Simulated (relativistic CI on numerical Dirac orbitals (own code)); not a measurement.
# Ions of dysprosium: ground levels and radial parameters

Aim: one configuration for each member; how do the lowest level, the moment, the spin-orbit parameter and the size of the open shell change?

The numbers are computed with relativistic CI on numerical Dirac orbitals (own code) version 3 (Dirac-Coulomb-Breit CI, KLI orbitals optimised for each configuration, model QED (radiative potential, 1s self-energy scaled to tabulated hydrogen-like ionisation energies), valence Slater integrals scaled by 0.9), except any that are marked as measured or tabulated.

## (1) What is computed

- members: Dy²⁹⁺ [Kr] 4d, Dy³¹⁺ [Ar] 3d10 4s2 4p5, Dy³²⁺ [Ar] 3d10 4s2 4p4, Dy³³⁺ [Ar] 3d10 4s2 4p3, Dy³⁴⁺ [Ar] 3d10 4s2 4p2, Dy³⁵⁺ [Ar] 3d10 4s2 4p
- Slater scale: 0.9

## (2) Dy²⁹⁺, [Kr] 4d

Input settings:

```ini
atom Dy  Z=66  charge=29  electrons=37
nucleus A=164  rms_radius_fm=5.2218
hamiltonian dirac-coulomb  breit=on  qed=on  c_scale=1
orbitals kli  potential=per-configuration
slater_scale 0.9
correlation none
mixing on
configurations
  [Kr] 4d
end
```

Launch:

```console
$ python run_levels.py task.json out
```

One command runs all members of the session, one after another, from task.json.

From the run's result record (rounded, not every field):

```text
{
  "status": "converged",
  "levels [i, E_cm, J2, conf, term, w_term, jj, w_jj, g, tau_s]": [
    [0, 0, 3, "4d", "2D", 1, "4d3/2", 1, 0.7964, "-"],
    [1, 80451.923, 5, "4d", "2D", 1, "4d5/2", 1, 1.197, 0.0001786]
  ],
  "lines, the strongest and those to the lowest levels [upper, lower, type, S_au, A_per_s, branching]": [
    [1, 0, "M1", 2.391, 5598, 0.9997]
  ],
  "n_levels_all": 2,
  "total_energy [Ha]": -11722.979326,
  "configurations [conf, odd, states, E_av_cm, breit_Ha, qed_Ha, corr_Ha]": [
    ["4d", 0, 10, 48271.2, 11.42, 7.761, "-"]
  ],
  "radial 4d [Ha, bohr]": {"<r^-3>(4d)": 107.03, "<r^1>(4d)": 0.50286, "<r^2>(4d)": 0.28879, "<r^4>(4d)": 0.12205, "zeta(4d)": 0.14624}
}
```

Wall time 0.093 s (1 thread, shared host).

## (3) Dy³¹⁺, [Ar] 3d10 4s2 4p5

Changes to the settings of step 2:

```diff
@@ -1,2 +1,2 @@
-atom Dy  Z=66  charge=29  electrons=37
+atom Dy  Z=66  charge=31  electrons=35
 nucleus A=164  rms_radius_fm=5.2218
@@ -8,3 +8,3 @@
 configurations
-  [Kr] 4d
+  [Ar] 3d10 4s2 4p5
 end
```

Result record:

```text
{
  "status": "converged",
  "levels [i, E_cm, J2, conf, term, w_term, jj, w_jj, g, tau_s]": [
    [0, 0, 3, "4p5", "2P*", 1, "4p3/2^3", 1, 1.331, "-"],
    [1, 401702.37, 1, "4p5", "2P*", 1, "4p1/2 4p3/2^4", 1, 0.6613, 8.466e-07]
  ],
  "lines, the strongest and those to the lowest levels [upper, lower, type, S_au, A_per_s, branching]": [
    [1, 0, "M1", 1.313, 1.148e+06, 0.9716],
    [1, 0, "E2", 0.05723, 3.352e+04, 0.02838]
  ],
  "n_levels_all": 2,
  "total_energy [Ha]": -11638.821802,
  "configurations [conf, odd, states, E_av_cm, breit_Ha, qed_Ha, corr_Ha]": [
    ["4p5", 1, 6, 133901, 11.37, 7.762, "-"]
  ],
  "radial 4p5 [Ha, bohr]": {"<r^-3>(4p)": 737.07, "<r^1>(4p)": 0.4907, "<r^2>(4p)": 0.27218, "<r^4>(4p)": 0.10444, "zeta(4p)": 1.2187}
}
```

Wall time 0.081 s (1 thread, shared host).

## (4) Dy³²⁺, [Ar] 3d10 4s2 4p4

Input settings:

```ini
atom Dy  Z=66  charge=32  electrons=34
nucleus A=164  rms_radius_fm=5.2218
hamiltonian dirac-coulomb  breit=on  qed=on  c_scale=1
orbitals kli  potential=per-configuration
slater_scale 0.9
correlation none
mixing on
configurations
  [Ar] 3d10 4s2 4p4
end
```

Result record:

```text
{
  "status": "converged",
  "levels [i, E_cm, J2, conf, term, w_term, jj, w_jj, g, tau_s]": [
    [0, 0, 4, "4p4", "3P", 0.713, "4p3/2^2", 0.9975, 1.354, "-"],
    [1, 57644.857, 0, "4p4", "1S", 0.6012, "4p3/2^2", 0.9954, "-", 0.2481],
    [2, 394504.54, 2, "4p4", "3P", 1, "4p1/2 4p3/2^3", 1, 1.498, 7.966e-07],
    [3, 425508.59, 4, "4p4", "1D", 0.713, "4p1/2 4p3/2^3", 0.9975, 1.14, 1.516e-06],
    [4, 845171.44, 0, "4p4", "3P", 0.6012, "4p3/2^4", 0.9954, "-", 3.319e-07]
  ],
  "lines, the strongest and those to the lowest levels [upper, lower, type, S_au, A_per_s, branching]": [
    [2, 0, "M1", 1.756, 9.694e+05, 0.7723],
    [2, 1, "M1", 0.7853, 2.699e+05, 0.215],
    [3, 0, "M1", 1.51, 6.276e+05, 0.9514],
    [3, 0, "E2", 0.08947, 2.795e+04, 0.04238],
    [4, 2, "M1", 1.184, 2.923e+06, 0.9701]
  ],
  "n_levels_all": 5,
  "total_energy [Ha]": -11591.929704,
  "configurations [conf, odd, states, E_av_cm, breit_Ha, qed_Ha, corr_Ha]": [
    ["4p4", 0, 15, 280925, 11.32, 7.761, "-"]
  ],
  "radial 4p4 [Ha, bohr]": {"<r^-3>(4p)": 750.51, "<r^1>(4p)": 0.48732, "<r^2>(4p)": 0.26846, "<r^4>(4p)": 0.10148, "F2(4p,4p)": 0.95839, "zeta(4p)": 1.2398}
}
```

Run time: 0.066 s. Hardware: 1 thread, shared host.

## (5) Dy³³⁺, [Ar] 3d10 4s2 4p3

Input settings:

```ini
atom Dy  Z=66  charge=33  electrons=33
nucleus A=164  rms_radius_fm=5.2218
hamiltonian dirac-coulomb  breit=on  qed=on  c_scale=1
orbitals kli  potential=per-configuration
slater_scale 0.9
correlation none
mixing on
configurations
  [Ar] 3d10 4s2 4p3
end
```

Result record:

```text
{
  "status": "converged",
  "levels [i, E_cm, J2, conf, term, w_term, jj, w_jj, g, tau_s]": [
    [0, 0, 3, "4p3", "2P*", 0.4506, "4p3/2", 0.9933, 1.39, "-"],
    [1, 373780.82, 3, "4p3", "4S*", 0.5357, "4p1/2 4p3/2^2", 0.9931, 1.444, 9.58e-07],
    [2, 410863.76, 5, "4p3", "2D*", 1, "4p1/2 4p3/2^2", 1, 1.197, 4.747e-06],
    [3, 456397.64, 1, "4p3", "2P*", 1, "4p1/2 4p3/2^2", 1, 0.6612, 1.272e-06],
    [4, 837614.78, 3, "4p3", "2P*", 0.5427, "4p3/2^3", 0.9956, 1.291, 4.468e-07]
  ],
  "lines, the strongest and those to the lowest levels [upper, lower, type, S_au, A_per_s, branching]": [
    [1, 0, "M1", 2.95, 1.039e+06, 0.9953],
    [2, 0, "M1", 0.6029, 1.88e+05, 0.8923],
    [3, 0, "M1", 0.5915, 7.584e+05, 0.965],
    [4, 1, "M1", 2.3, 1.548e+06, 0.6914],
    [4, 2, "M1", 0.6783, 3.555e+05, 0.1588]
  ],
  "n_levels_all": 5,
  "total_energy [Ha]": -11543.24756,
  "configurations [conf, odd, states, E_av_cm, breit_Ha, qed_Ha, corr_Ha]": [
    ["4p3", 1, 20, 411178, 11.28, 7.76, "-"]
  ],
  "radial 4p3 [Ha, bohr]": {"<r^-3>(4p)": 764.11, "<r^1>(4p)": 0.48399, "<r^2>(4p)": 0.26483, "<r^4>(4p)": 0.098638, "F2(4p,4p)": 0.96416, "zeta(4p)": 1.261}
}
```

Wall time 0.061 s (1 thread, shared host).

## (6) Dy³⁴⁺, [Ar] 3d10 4s2 4p2

Input settings:

```ini
atom Dy  Z=66  charge=34  electrons=32
nucleus A=164  rms_radius_fm=5.2218
hamiltonian dirac-coulomb  breit=on  qed=on  c_scale=1
orbitals kli  potential=per-configuration
slater_scale 0.9
correlation none
mixing on
configurations
  [Ar] 3d10 4s2 4p2
end
```

Result record:

```text
{
  "status": "converged",
  "levels [i, E_cm, J2, conf, term, w_term, jj, w_jj, g, tau_s]": [
    [0, 0, 0, "4p2", "3P", 0.7227, "4p1/2^2", 0.9963, "-", "-"],
    [1, 387225.63, 2, "4p2", "3P", 1, "4p1/2 4p3/2", 1, 1.498, 1.346e-06],
    [2, 416371.71, 4, "4p2", "1D", 0.6162, "4p1/2 4p3/2", 0.9972, 1.188, 7.308e-05],
    [3, 826486.11, 4, "4p2", "3P", 0.6162, "4p3/2^2", 0.9972, 1.305, 7.235e-07],
    [4, 889602.93, 0, "4p2", "1S", 0.7227, "4p3/2^2", 0.9963, "-", 5.16e-07]
  ],
  "lines, the strongest and those to the lowest levels [upper, lower, type, S_au, A_per_s, branching]": [
    [1, 0, "M1", 1.423, 7.428e+05, 1],
    [3, 1, "M1", 1.515, 6.929e+05, 0.5013],
    [3, 2, "M1", 1.747, 6.502e+05, 0.4704],
    [4, 1, "M1", 0.546, 1.867e+06, 0.9634],
    [4, 2, "E2", 0.02667, 7.09e+04, 0.03658]
  ],
  "n_levels_all": 5,
  "total_energy [Ha]": -11492.878259,
  "configurations [conf, odd, states, E_av_cm, breit_Ha, qed_Ha, corr_Ha]": [
    ["4p2", 0, 15, 551038, 11.23, 7.759, "-"]
  ],
  "radial 4p2 [Ha, bohr]": {"<r^-3>(4p)": 777.88, "<r^1>(4p)": 0.4807, "<r^2>(4p)": 0.26129, "<r^4>(4p)": 0.095919, "F2(4p,4p)": 0.96984, "zeta(4p)": 1.2824}
}
```

Run time: 0.064 s. Hardware: 1 thread, shared host.

## (7) Dy³⁵⁺, [Ar] 3d10 4s2 4p

Input settings:

```ini
atom Dy  Z=66  charge=35  electrons=31
nucleus A=164  rms_radius_fm=5.2218
hamiltonian dirac-coulomb  breit=on  qed=on  c_scale=1
orbitals kli  potential=per-configuration
slater_scale 0.9
correlation none
mixing on
configurations
  [Ar] 3d10 4s2 4p
end
```

Result record:

```text
{
  "status": "converged",
  "levels [i, E_cm, J2, conf, term, w_term, jj, w_jj, g, tau_s]": [
    [0, 0, 1, "4p", "2P*", 1, "4p1/2", 1, 0.661, "-"],
    [1, 429841.59, 3, "4p", "2P*", 1, "4p3/2", 1, 1.33, 1.381e-06]
  ],
  "lines, the strongest and those to the lowest levels [upper, lower, type, S_au, A_per_s, branching]": [
    [1, 0, "M1", 1.312, 7.029e+05, 0.9708],
    [1, 0, "E2", 0.05141, 2.112e+04, 0.02917]
  ],
  "n_levels_all": 2,
  "total_energy [Ha]": -11438.918508,
  "configurations [conf, odd, states, E_av_cm, breit_Ha, qed_Ha, corr_Ha]": [
    ["4p", 1, 6, 286561, 11.19, 7.758, "-"]
  ],
  "radial 4p [Ha, bohr]": {"<r^-3>(4p)": 791.85, "<r^1>(4p)": 0.47748, "<r^2>(4p)": 0.25783, "<r^4>(4p)": 0.093325, "zeta(4p)": 1.304}
}
```

Run time: 0.059 s. Hardware: 1 thread, shared host.

## (8) All members side by side

```
  ion  open shell  lowest level  LS (%)      g  moment (μB)  ζ (cm⁻¹)  F² (cm⁻¹)  <r> (bohr)
Dy²⁹⁺          4d         2D3/2     100  0.796         1.54     32100          -       0.503
Dy³¹⁺          4p        2P°3/2     100  1.331         2.58    267500          -       0.491
Dy³²⁺          4p           3P2      71  1.354         3.32    272100     210342       0.487
Dy³³⁺          4p  2P°3/2 + 4S°      45  1.390         2.69    276800     211608       0.484
Dy³⁴⁺          4p           3P0      72      -         0.00    281500     212856       0.481
Dy³⁵⁺          4p        2P°1/2     100  0.661         0.57    286200          -       0.477
```

ζ, F² and <r> are unscaled and averaged over j; the moment is g√(J(J+1)) of the lowest level.

## (9) Summary of results

| quantity | value |
| --- | --- |
| lowest levels | Dy²⁹⁺ 2D3/2, Dy³¹⁺ 2P°3/2, Dy³²⁺ 3P2, Dy³³⁺ 2P°3/2 + 4S°, Dy³⁴⁺ 3P0, Dy³⁵⁺ 2P°1/2 |
| largest moment | 3.32 μB (Dy³²⁺) |
| ζ, first and last | 4d 32100, 4p 286000 cm⁻¹ |
| <r>, first and last | 4d 0.503, 4p 0.477 bohr |

What this shows: The open shell changes along the series (4d, 4p), so ζ and <r> compare only within one shell. The largest moment belongs to Dy³²⁺. For Dy³³⁺ the LS label holds under 70 % of the lowest level: spin-orbit coupling mixes terms. NIST names the ground level of Dy³³⁺ 4S°3/2.
